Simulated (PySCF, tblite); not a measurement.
# C7H11FSi: geometry, infrared bands and NMR shifts

Wanted: the infrared bands and NMR shifts of C7H11FSi (`C=C[Si@@H]1CC=C(CF)C1`), by calculation.

The runs use tblite 0.8.0 and PySCF 2.14.0, with density-fitted response routines of our own; the level of theory stands in each step. All values are computed, except where a source is named. Atoms are numbered from 0 throughout.

### 1 Starting geometry

20 atoms, charge 0, multiplicity 1; geometry from: force field or distance geometry start.

Bonds of the start (Å): C0–C1 1.35, C1–Si2 1.83, Si2–C3 1.92, C3–C4 1.50, C4–C5 1.35, C5–C6 1.50, C6–F7 1.35, C5–C8 1.53, C8–Si2 1.93, C0–H9 1.09, C0–H10 1.08, C1–H11 1.07, Si2–H12 1.49, C3–H13 1.10, C3–H14 1.08, C4–H15 1.08, C6–H16 1.09, C6–H17 1.09, C8–H18 1.10, C8–H19 1.09.

### 2 Relaxing the molecule with GFN2-xTB

Job settings and geometry (Å):

```
{"job": {"kind": "relax", "xc": "GFN2-xTB", "basis": "xTB"}, "charge": 0, "multiplicity": 1}
C      3.697600     0.036100    -0.019600
C      2.420200    -0.079600    -0.452900
Si     0.962000    -0.361800     0.624100
C     -0.209200    -1.716000    -0.064900
C     -1.492900    -1.003900    -0.388500
C     -1.584500     0.325600    -0.178100
C     -2.788100     1.165700    -0.468100
F     -3.794900     0.420600    -0.981600
C     -0.362400     1.025400     0.409700
H      3.957400    -0.017100     1.036600
H      4.493700     0.196900    -0.729800
H      2.201300    -0.026800    -1.502900
H      1.291900    -0.569400     2.061900
H     -0.382000    -2.486600     0.704800
H      0.214800    -2.181100    -0.947000
H     -2.325900    -1.565200    -0.798700
H     -2.548600     1.949200    -1.186200
H     -3.162500     1.623400     0.452400
H     -0.601200     1.471700     1.388700
H      0.008200     1.803600    -0.264800
```

On the command line:

```sh
$ OMP_NUM_THREADS=1 python probes_run.py task.json out
```

One launch serves the whole session: the jobs run in the order shown.

**Question.** This job is followed by: GFN2-xTB harmonic vibrations, gas phase; GIAO PBE0/pcSseg-1 NMR shielding, non-relativistic, gas phase. Predict these results of the whole session: strongest single infrared mode (GFN2-xTB); zero-point energy (GFN2-xTB); 13C shifts against TMS (PBE0/pcSseg-1); 1H shifts against TMS (PBE0/pcSseg-1); 29Si shifts against TMS (PBE0/pcSseg-1); 19F shifts against CFCl3 (PBE0/pcSseg-1).

The runs gave:

```
                                 quantity                                                                 value
strongest single infrared mode (GFN2-xTB)                                                 2217 cm⁻¹, 339 km/mol
             zero-point energy (GFN2-xTB)                                                         97.8 kcal/mol
   13C shifts against TMS (PBE0/pcSseg-1)                      146.2, 144.3, 142.9, 131.2, 88.7, 20.5, 18.5 ppm
    1H shifts against TMS (PBE0/pcSseg-1)  6.52, 6.43, 6.28, 6.23, 5.21, 5.20, 4.88, 1.96, 1.80, 1.42, 1.22 ppm
  29Si shifts against TMS (PBE0/pcSseg-1)                                                              -4.4 ppm
 19F shifts against CFCl3 (PBE0/pcSseg-1)                                                            -251.1 ppm
```

In words: Relaxing lowered the energy by 0.157 eV in 37 steps; the close pair that moved most is C1–Si2, from 1.835 to 1.882 Å. No mode is imaginary among the 54: a minimum at this level. The strongest single mode, at 2217 cm⁻¹, moves mainly H12. Unscaled tight-binding wavenumbers are off by several per cent, some by more. Its intensities can rank the bands wrongly.
